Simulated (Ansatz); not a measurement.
# MnPt3: properties at the relaxed cell

This session takes MnPt3 and sets out to measure the bulk modulus from energies at several volumes.

Computed with Ansatz 0.2.0 (DFT r2SCAN, scalar-relativistic, plane waves, PAW, unless a step's input says otherwise).

1 further run of the same task is left out (set aside as unsound or not needed).

## 1. The starting structure

It takes space group Pm-3m (No. 221, cubic). Conventional cell: a = 3.909 Å, b = 3.909 Å, c = 3.909 Å, α = 90.00°, β = 90.00°, γ = 90.00°. Around Mn (site symmetry m-3m) lie 12 Pt at 2.76 Å. Pt (site symmetry 4/mmm) is surrounded by 4 Mn at 2.76 Å and 8 Pt at 2.76 Å.

Coordinates:

```cif
data_structure
_symmetry_space_group_name_H-M 'P 1'
_symmetry_Int_Tables_number 1
_cell_length_a 3.9091
_cell_length_b 3.9091
_cell_length_c 3.9091
_cell_angle_alpha 90.000
_cell_angle_beta 90.000
_cell_angle_gamma 90.000
_cell_volume 59.74
loop_
_atom_site_label
_atom_site_type_symbol
_atom_site_fract_x
_atom_site_fract_y
_atom_site_fract_z
_atom_site_occupancy
Mn1 Mn 0.00000 0.00000 0.00000 1
Pt1 Pt 0.00000 0.50000 0.50000 1
Pt2 Pt 0.50000 0.00000 0.50000 1
Pt3 Pt 0.50000 0.50000 0.00000 1
```

This cell was relaxed beforehand with the same method: volume 14.93 Å³/atom, gap on the mesh none (metal), site moments up to 4.1 μB.

## 2. The cell scaled to 0.97 of its volume

Contents of input.yaml:

```yaml
crystal:
  lattice:
    - [3.8696358698, 0.0, 0.0]
    - [0.0, 3.8696358698, 0.0]
    - [0.0, 0.0, 3.8696358698]
  atoms:
    - { symbol: Mn, position: [0.0, 0.0, 0.0], spin: 4.46 }
    - { symbol: Pt, position: [0.0, 0.5, 0.5], spin: 0.21 }
    - { symbol: Pt, position: [0.5, 0.0, 0.5], spin: 0.21 }
    - { symbol: Pt, position: [0.5, 0.5, 0.0], spin: 0.21 }
basis:
  ecutwfc: 500
kpoints:
  mp_grid: { grid: [12, 12, 12] }
hamiltonian:
  xc: r2scan
scf:
  occupations: { method: gaussian, width: 0.1 }
output:
  forces: true
  stress: true
  eigenvalues: true
  populations: true
  write_density: true
  write_potential: true
  elf: true
  volumetric_format: npy
magnetization:
  spin_polarized: true
```

The run is started by

```
> ansatz run input.yaml --threads 1 --pin off --max-ram 2560MiB --backend cpu --events-out ev --progress --plain --runs-dir out
```

## 3. Volume × 1.03

Edit input.yaml of step 2 so:

```diff
@@ -2,5 +2,5 @@
   lattice:
-    - [3.8696358698, 0.0, 0.0]
-    - [0.0, 3.8696358698, 0.0]
-    - [0.0, 0.0, 3.8696358698]
+    - [3.9478313995, 0.0, 0.0]
+    - [0.0, 3.9478313995, 0.0]
+    - [0.0, 0.0, 3.9478313995]
   atoms:
@@ -23,6 +23,2 @@
   populations: true
-  write_density: true
-  write_potential: true
-  elf: true
-  volumetric_format: npy
 magnetization:
```

## 4. The cell scaled to 0.94 of its volume

Edit input.yaml of step 3 so:

```diff
@@ -2,5 +2,5 @@
   lattice:
-    - [3.9478313995, 0.0, 0.0]
-    - [0.0, 3.9478313995, 0.0]
-    - [0.0, 0.0, 3.9478313995]
+    - [3.8293242313, 0.0, 0.0]
+    - [0.0, 3.8293242313, 0.0]
+    - [0.0, 0.0, 3.8293242313]
   atoms:
@@ -23,2 +23,6 @@
   populations: true
+  write_density: true
+  write_potential: true
+  elf: true
+  volumetric_format: npy
 magnetization:
```

## 5. The cell scaled to 1.06 of its volume

Edit input.yaml of step 4 so:

```diff
@@ -2,5 +2,5 @@
   lattice:
-    - [3.8293242313, 0.0, 0.0]
-    - [0.0, 3.8293242313, 0.0]
-    - [0.0, 0.0, 3.8293242313]
+    - [3.9857936456, 0.0, 0.0]
+    - [0.0, 3.9857936456, 0.0]
+    - [0.0, 0.0, 3.9857936456]
   atoms:
@@ -23,6 +23,2 @@
   populations: true
-  write_density: true
-  write_potential: true
-  elf: true
-  volumetric_format: npy
 magnetization:
```

## 6. The cell scaled to 0.91 of its volume

Edit input.yaml of step 5 so:

```diff
@@ -2,5 +2,5 @@
   lattice:
-    - [3.9857936456, 0.0, 0.0]
-    - [0.0, 3.9857936456, 0.0]
-    - [0.0, 0.0, 3.9857936456]
+    - [3.7881455105, 0.0, 0.0]
+    - [0.0, 3.7881455105, 0.0]
+    - [0.0, 0.0, 3.7881455105]
   atoms:
```

## 7. Volume × 1.10

Edit input.yaml of step 6 so:

```diff
@@ -2,5 +2,5 @@
   lattice:
-    - [3.7881455105, 0.0, 0.0]
-    - [0.0, 3.7881455105, 0.0]
-    - [0.0, 0.0, 3.7881455105]
+    - [4.0353116734, 0.0, 0.0]
+    - [0.0, 4.0353116734, 0.0]
+    - [0.0, 0.0, 4.0353116734]
   atoms:
```

## 8. Point at V/V0 = 0.88

Edit input.yaml of step 7 so:

```diff
@@ -2,5 +2,5 @@
   lattice:
-    - [4.0353116734, 0.0, 0.0]
-    - [0.0, 4.0353116734, 0.0]
-    - [0.0, 0.0, 4.0353116734]
+    - [3.7460515207, 0.0, 0.0]
+    - [0.0, 3.7460515207, 0.0]
+    - [0.0, 0.0, 3.7460515207]
   atoms:
@@ -23,2 +23,6 @@
   populations: true
+  write_density: true
+  write_potential: true
+  elf: true
+  volumetric_format: npy
 magnetization:
```

(Steps that only read results are left out.)

What does the calculation give? Wanted: equilibrium volume of the fit; bulk modulus.

As calculated:

| quantity | value |
| --- | --- |
| equilibrium volume of the fit | 14.93 Å³/atom |
| bulk modulus | 226 GPa |
| its pressure derivative | 5.4 |

What this shows: The fit puts the minimum at 14.93 Å³/atom with B = 226 GPa and B' = 5.4. Other magnetic orders or occupations could lie lower; they were not searched in full. The runs treat Pt without spin-orbit coupling.
